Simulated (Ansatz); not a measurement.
# Li4GePb: the cost of one run

Method: DFT PBE, scalar-relativistic, plane waves, PAW, in Ansatz 0.2.0.

**1. Starting point**

The structure is tetragonal, space group I4_1/a (No. 88). Conventional cell: a = 5.779 Å, b = 5.779 Å, c = 12.537 Å, α = 90.00°, β = 90.00°, γ = 90.00°. Li (site symmetry 1) is surrounded by 1 Ge at 1.96 Å. Around Ge (site symmetry -4) lie 4 Li at 1.96 Å. Around Pb (site symmetry -4) lie 8 Li at 2.69 to 2.73 Å.

Structure file:

```
CELL_PARAMETERS angstrom
-2.88955 2.88955 6.26845
2.88955 -2.88955 6.26845
2.88955 2.88955 -6.26845
ATOMIC_POSITIONS crystal
Li 0.59420 0.48630 0.40930
Li 0.23630 0.32700 0.39210
Li 0.07700 0.18490 0.59070
Li 0.93490 0.84420 0.60790
Li 0.15580 0.76370 0.09070
Li 0.51370 0.92300 0.10790
Li 0.67300 0.06510 0.90930
Li 0.81510 0.40580 0.89210
Ge 0.75000 0.25000 0.50000
Ge 0.00000 0.00000 0.00000
Pb 0.25000 0.75000 0.50000
Pb 0.50000 0.50000 0.00000
```

(A quick probe on a coarse mesh, which set the mesh and smearing, is not shown.)

**3. Coarse relaxation**

Contents of input.yaml:

```yaml
crystal:
  lattice:
    - [-2.8895487273, 2.8895487273, 6.2684507351]
    - [2.8895487273, -2.8895487273, 6.2684507351]
    - [2.8895487273, 2.8895487273, -6.2684507351]
  atoms:
    - { symbol: Li, position: [0.5942, 0.4863, 0.4093] }
    - { symbol: Li, position: [0.2363, 0.327, 0.3921] }
    - { symbol: Li, position: [0.077, 0.1849, 0.5907] }
    - { symbol: Li, position: [0.9349, 0.8442, 0.6079] }
    - { symbol: Li, position: [0.1558, 0.7637, 0.0907] }
    - { symbol: Li, position: [0.5137, 0.923, 0.1079] }
    - { symbol: Li, position: [0.673, 0.0651, 0.9093] }
    - { symbol: Li, position: [0.8151, 0.4058, 0.8921] }
    - { symbol: Ge, position: [0.75, 0.25, 0.5] }
    - { symbol: Ge, position: [0.0, 0.0, 0.0] }
    - { symbol: Pb, position: [0.25, 0.75, 0.5] }
    - { symbol: Pb, position: [0.5, 0.5, 0.0] }
basis:
  ecutwfc: 420
kpoints:
  mp_grid: { grid: [4, 4, 4] }
hamiltonian:
  xc: pbe
scf:
  occupations: { method: gaussian, width: 0.1 }
  lower_state_search: "off"
output:
  forces: true
  stress: true
  eigenvalues: true
relax:
  adjacent_minimum: "off"
  f_tol: 0.04
  max_steps: 70
  cell: { stress_tol: 0.4 }
```

On the command line:

```bash
$ ansatz run input.yaml --threads 1 --pin off --max-ram 2560MiB --backend cpu --events-out ev --progress --plain --runs-dir out
```

What time and memory should one allow on 1 thread of Arm Neoverse V2, shared host?

About 2.8 min, with a peak of 0.67 GiB.
